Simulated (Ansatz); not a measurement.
# HfB: the cost of one run

Method: DFT PBE, scalar-relativistic, plane waves, PAW, in Ansatz 0.2.0.

**1. The starting structure**

It takes space group Fm-3m (No. 225, cubic). The conventional cell has a = 4.620 Å, b = 4.620 Å, c = 4.620 Å, α = 90.00°, β = 90.00°, γ = 90.00°. Hf (site symmetry m-3m) is surrounded by 6 B at 2.31 Å. B (site symmetry m-3m) has 6 Hf at 2.31 Å in its first shell of neighbours.

Structure file:

```
CELL_PARAMETERS angstrom
0.00000 2.31000 2.31000
2.31000 0.00000 2.31000
2.31000 2.31000 0.00000
ATOMIC_POSITIONS crystal
Hf 0.50000 0.50000 0.50000
B 0.00000 0.00000 0.00000
```

The cell is taken as given, not relaxed at this level.

**2. Zero of energy**

The reference gives a free energy of -15877.8155 eV, pressure 29.80 GPa, largest force 0.000 eV/Å and gap on the mesh none (metal). It was computed beforehand with the settings of the runs below.

**3. Next: a strain scan**

The cell is strained by ε times the Voigt pattern (0, 0, 0, 1, 0, 0) (xx, yy, zz, yz, xz, xy; engineering shear), with fractional coordinates fixed (clamped ions). The stress on the pattern is the sum of the stress components weighted by it, tension positive.

**4. At ε = -0.0200**

Input file input.yaml:

```yaml
crystal:
  lattice:
    - [0.0, 2.2869, 2.2869]
    - [2.31, -0.0231, 2.31]
    - [2.31, 2.31, -0.0231]
  atoms:
    - { symbol: Hf, position: [0.5, 0.5, 0.5] }
    - { symbol: B, position: [0.0, 0.0, 0.0] }
basis:
  ecutwfc: 420
kpoints:
  mp_grid: { grid: [18, 18, 18] }
hamiltonian:
  xc: pbe
scf:
  occupations: { method: gaussian, width: 0.15 }
output:
  forces: true
  stress: true
  eigenvalues: true
```

Run with:

```
> ansatz run input.yaml --threads 1 --pin off --max-ram 2560MiB --backend cpu --events-out ev --progress --plain --runs-dir out
```

What time and memory should one allow on 1 thread of Arm Neoverse V1, shared host?

About 23 s, with a peak of 0.6 GiB.
